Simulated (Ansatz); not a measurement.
**H₇NOSi₃: how energies converge with the basis set**

The task here is to estimate one member of a computed series from the others.

Method: one geometry, several basis sets; program: Ansatz 0.2.0, Gaussian basis.

Plan: PBE0-D4/def2-SVP; ωB97M-V/def2-SVP; PBE0-D4/def2-QZVPP; ωB97M-V/def2-QZVPP; the functionals' def2-TZVPP values are taken from earlier runs.

## Structure used throughout

The geometry comes from an earlier relaxation with PBE0-D4 in a triple-zeta def2 set; it is a stationary point, not always the lowest conformer.

SMILES `O[Si]N([SiH3])[SiH3]`, 12 atoms, charge 0, spin multiplicity 1.

Atoms are counted from 1 here; the program's logs count them from 0.

Bond lengths: O1–Si2 1.645 Å, O1–H6 0.964 Å, Si2–N3 1.759 Å, N3–Si4 1.742 Å, N3–Si5 1.752 Å, Si4–H7 1.485 Å, Si4–H8 1.485 Å, Si4–H9 1.490 Å, Si5–H10 1.487 Å, Si5–H11 1.487 Å, Si5–H12 1.484 Å. Angles: Si2–O1–H6 122.1°, O1–Si2–N3 105.0°, Si2–N3–Si4 128.3°, Si2–N3–Si5 115.3°, Si4–N3–Si5 116.4°, N3–Si4–H7 110.9°, N3–Si4–H8 110.9°, N3–Si4–H9 110.2°, H7–Si4–H8 108.9°, H7–Si4–H9 108.0°, H8–Si4–H9 108.0°, N3–Si5–H10 110.2°, N3–Si5–H11 110.3°, N3–Si5–H12 108.0°, H10–Si5–H11 108.2°, H10–Si5–H12 110.1°, H11–Si5–H12 110.1°.

The first run:

File in.yaml:

```yaml
crystal:
  periodic: [false, false, false]
  atoms:
    - {symbol: O, position_ang: [1.909421, 2.022222, 0.432699]}
    - {symbol: Si, position_ang: [0.378156, 2.013260, -0.168035]}
    - {symbol: N, position_ang: [-0.127848, 0.329669, -0.102416]}
    - {symbol: Si, position_ang: [0.775775, -1.048153, 0.463767]}
    - {symbol: Si, position_ang: [-1.749177, 0.011307, -0.683995]}
    - {symbol: H, position_ang: [2.346864, 1.216756, 0.730220]}
    - {symbol: H, position_ang: [0.954965, -2.045805, -0.621813]}
    - {symbol: H, position_ang: [0.086063, -1.699453, 1.606664]}
    - {symbol: H, position_ang: [2.127072, -0.621716, 0.924569]}
    - {symbol: H, position_ang: [-1.708865, -0.952656, -1.814968]}
    - {symbol: H, position_ang: [-2.579212, -0.578718, 0.398959]}
    - {symbol: H, position_ang: [-2.336213, 1.298187, -1.131650]}
basis:
  gaussian: {orbitals: def2-SVP}
hamiltonian: {xc: pbe0, dispersion: d4}
output: {orbitals: {seedname: orbitals}}
```

Steps of the session up to this table: PBE0-D4 in def2-SVP; ωB97M-V in def2-SVP; PBE0-D4 in def2-QZVPP; ωB97M-V in def2-QZVPP.

One table of the session follows, with a row left open; its other results are not shown here.

It belongs to the step «Density functionals: the series». 

| functional | basis | HOMO (eV) |
| --- | --- | --- |
| PBE0-D4 | def2-SVP | -6.89 |
| PBE0-D4 | def2-TZVPP | -6.99 |
| PBE0-D4 | def2-QZVPP | -7.01 |
| ωB97M-V | def2-SVP | -8.98 |
| ωB97M-V | def2-TZVPP | -9.12 |
| ωB97M-V | def2-QZVPP | ? |

**Question.** Estimate the row for ωB97M-V, def2-QZVPP.

As computed: HOMO (eV): -9.15. In the column «HOMO (eV)» it is the lowest.
